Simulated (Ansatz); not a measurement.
# GeH7NO (built from SMILES N.[OH][GeH3]): search for a transition state

Is there a first-order saddle for this four-centre ligand exchange, which should form Ge1–N7, O2–H6 and break Ge1–O2, H6–N7, and which two structures does it connect?

Program: Ansatz 0.2.0, Gaussian basis. Level of theory: PBE0-D4, def2-SVP first, then def2-TZVP. These are calculated values, not measurements.

31 further runs of the same task are left out: 31 set aside as unsound or not needed.

## Step 1: The system as given

The guess: 10 atoms, charge 0, spin multiplicity 1.

Atoms are counted from 1 here; the program's logs count them from 0.

Bond lengths: Ge1–O2 2.178 Å, Ge1–H3 1.552 Å, Ge1–H4 1.503 Å, Ge1–H5 1.493 Å, Ge1–N7 2.228 Å, O2–H8 0.954 Å, N7–H9 1.010 Å, N7–H10 1.010 Å. Angles: O2–Ge1–H3 159.3°, O2–Ge1–H4 88.5°, O2–Ge1–H5 81.9°, O2–Ge1–N7 67.6°, H3–Ge1–H4 104.0°, H3–Ge1–H5 104.7°, H3–Ge1–N7 92.0°, H4–Ge1–H5 121.0°, H4–Ge1–N7 114.2°, H5–Ge1–N7 115.0°, Ge1–O2–H8 125.0°, Ge1–N7–H9 116.7°, Ge1–N7–H10 114.9°, H9–N7–H10 109.6°.

As a file:

```xyz
10
GeH7NO
Ge   -0.4914    0.3940   -0.8768
O     0.0051    1.1304    1.1119
H    -0.4646   -0.5087   -2.1394
H    -1.9418    0.4294   -0.4850
H     0.2257    1.6376   -1.2855
H     0.5973    0.0002    1.0963
N     0.7323   -1.0606    0.2861
H    -0.5968    1.1558    1.8521
H     0.2858   -1.9314    0.5367
H     1.6484   -1.2468   -0.0965
```

Distances that are to change: Ge1–N7 2.23 Å, O2–H6 1.28 Å, Ge1–O2 2.18 Å, H6–N7 1.34 Å.

## Step 2: Constrained relaxation of the guess

Input file hold/in.yaml:

```yaml
crystal:
  periodic: [false, false, false]
  atoms:
    - {symbol: Ge, position_ang: [-0.491400, 0.394000, -0.876800]}
    - {symbol: O, position_ang: [0.005100, 1.130400, 1.111900]}
    - {symbol: H, position_ang: [-0.464600, -0.508700, -2.139400]}
    - {symbol: H, position_ang: [-1.941800, 0.429400, -0.485000]}
    - {symbol: H, position_ang: [0.225700, 1.637600, -1.285500]}
    - {symbol: H, position_ang: [0.597300, 0.000200, 1.096300]}
    - {symbol: N, position_ang: [0.732300, -1.060600, 0.286100]}
    - {symbol: H, position_ang: [-0.596800, 1.155800, 1.852100]}
    - {symbol: H, position_ang: [0.285800, -1.931400, 0.536700]}
    - {symbol: H, position_ang: [1.648400, -1.246800, -0.096500]}
basis:
  gaussian: {orbitals: def2-SVP}
hamiltonian: {xc: pbe0, dispersion: d4}
relax: {f_tol: 0.08, max_steps: 120, escape_saddle: false, constraints: [{distance: [0, 6]}, {distance: [1, 5]}, {distance: [0, 1]}, {distance: [5, 6]}]}
```

The command line of these runs was not kept.

Further steps of the session: Saddle search in the small basis; Saddle search in triple zeta; Vibrations at the point found; Relaxing after a step of 0.30 Å one way along the mode; Relaxing after a step of 0.30 Å the other way along the mode.

What does the calculation give? Wanted: imaginary mode; barrier from the start side; barrier from the end side; energy of the step; pairs that change; zero-point energy at the saddle.

As calculated:

| quantity | value |
| --- | --- |
| imaginary mode | 706i cm⁻¹ |
| barrier from the start side | 27.2 kcal/mol |
| barrier from the end side | 24.3 kcal/mol |
| energy of the step | +3.0 kcal/mol |
| pairs that change | Ge1–N7 formed, O2–H6 formed, Ge1–O2 broken, H6–N7 broken |
| zero-point energy at the saddle | 1.951 eV |

**Reading.** One imaginary mode, 706i cm⁻¹, makes this a first-order saddle. The two relaxations end on the structures that were planned. At PBE0-D4/def2-TZVP the electronic barrier is 27.2 kcal/mol, about 46 kT at 298 K, and the step runs 3.0 kcal/mol uphill. A step off the saddle overshot and began above it in energy, so the link to its end is likely but not proven. Lower complexes than these ends may exist.
